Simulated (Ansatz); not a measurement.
Here is an Ansatz input file for C3H7NSi, SMILES [SiH3]CC1C=N1. Write the same calculation for the Python package.

```yaml
crystal:
  periodic: [false, false, false]
  atoms:
    - { symbol: Si, position_ang: [1.5729, 0.6702, -0.369] }
    - { symbol: C, position_ang: [-0.031, -0.2011, -0.7558] }
    - { symbol: C, position_ang: [-0.7446, -0.7324, 0.448] }
    - { symbol: C, position_ang: [-1.8389, -0.0983, 1.0881] }
    - { symbol: "N", position_ang: [-2.2564, -0.9701, 0.3015] }
    - { symbol: H, position_ang: [2.215, 1.1695, -1.6108] }
    - { symbol: H, position_ang: [1.3072, 1.8165, 0.5383] }
    - { symbol: H, position_ang: [2.5007, -0.2602, 0.3231] }
    - { symbol: H, position_ang: [0.1723, -1.0359, -1.4361] }
    - { symbol: H, position_ang: [-0.6793, 0.4949, -1.3018] }
    - { symbol: H, position_ang: [-0.2308, -1.5434, 0.9492] }
    - { symbol: H, position_ang: [-1.987, 0.6903, 1.8256] }
basis:
  gaussian:
    orbitals: def2-TZVP
hamiltonian:
  xc: b3lyp
output:
  orbitals: {}
```

`run_energy.py`
```python
# -*- coding: utf-8 -*-
from pathlib import Path

import ansatz as az

molecule = (
    az.Crystal.molecule()
    .atom("Si", (1.5729, 0.6702, -0.369))
    .atom("C", (-0.031, -0.2011, -0.7558))
    .atom("C", (-0.7446, -0.7324, 0.448))
    .atom("C", (-1.8389, -0.0983, 1.0881))
    .atom("N", (-2.2564, -0.9701, 0.3015))
    .atom("H", (2.215, 1.1695, -1.6108))
    .atom("H", (1.3072, 1.8165, 0.5383))
    .atom("H", (2.5007, -0.2602, 0.3231))
    .atom("H", (0.1723, -1.0359, -1.4361))
    .atom("H", (-0.6793, 0.4949, -1.3018))
    .atom("H", (-0.2308, -1.5434, 0.9492))
    .atom("H", (-1.987, 0.6903, 1.8256))
)

setup = (
    molecule.calculation()
    .basis(gaussian="def2-TZVP")
    .functional("B3LYP")
    .orbitals()
)
result = setup.run(threads=1, runs_dir="out")
report = result.report

print(f"E = {report['free_energy_ev']:.6f} eV = {report['free_energy_ev'] / 27.211386246:.7f} Ha")
print("converged:", report["converged"], " doubts:", report["published_state_doubts"] or "none")

lines = Path(report["orbitals_path"]).read_text().splitlines()
field_of = lambda key: [line.split("=")[1].strip() for line in lines if line.startswith(key)]
orbitals = [(27.211386 * float(e), s, float(n)) for e, s, n in zip(field_of("Ene="), field_of("Spin="), field_of("Occup="))]
homo = max(e for e, _, n in orbitals if n > 0.5)
lumo = min(e for e, _, n in orbitals if n < 0.5)
for e, spin, n in sorted(orbitals):
    if homo - 15 < e < lumo + 5:
        print(f"{spin:6s} {e:10.3f} eV  occupation {n:.0f}")
```

```console
$ python run_energy.py
E = -12592.932504 eV = -462.7817337 Ha
converged: True  doubts: none
Alpha     -20.392 eV  occupation 2
Alpha     -16.657 eV  occupation 2
Alpha     -16.306 eV  occupation 2
Alpha     -14.421 eV  occupation 2
Alpha     -13.493 eV  occupation 2
Alpha     -12.217 eV  occupation 2
Alpha     -11.141 eV  occupation 2
Alpha     -11.009 eV  occupation 2
Alpha      -9.547 eV  occupation 2
Alpha      -9.350 eV  occupation 2
Alpha      -9.188 eV  occupation 2
Alpha      -8.383 eV  occupation 2
Alpha      -7.252 eV  occupation 2
Alpha      -0.978 eV  occupation 0
Alpha       0.482 eV  occupation 0
Alpha       0.890 eV  occupation 0
Alpha       1.265 eV  occupation 0
Alpha       1.471 eV  occupation 0
Alpha       1.774 eV  occupation 0
Alpha       2.062 eV  occupation 0
Alpha       2.205 eV  occupation 0
Alpha       2.501 eV  occupation 0
Alpha       2.973 eV  occupation 0
Alpha       3.451 eV  occupation 0
Alpha       3.742 eV  occupation 0
```

Reading the output:
- The settings weren't tested for convergence.
- The geometry is a force-field or estimated start, not a minimum of this method, and the basis set is short of its limit.
- Alpha marks a spatial orbital of a restricted run, filled by both spins.
- b3lyp holds the VWN-RPA fit, as in Gaussian; the form of ORCA and Turbomole is b3lyp5.
- Levels such as HOMO and LUMO are orbital energies: with these approximate functionals they aren't the ionisation energy and electron affinity, and their gap isn't the fundamental gap.
- The whole script took 7.8 s on 1 thread of Arm Neoverse V1, with other jobs on the host, peak memory 0.48 GiB.

(A comment or docstring line of the script was reworded after the run, the code is as it ran; lines on the test bed's own set-up are left out of the output.)
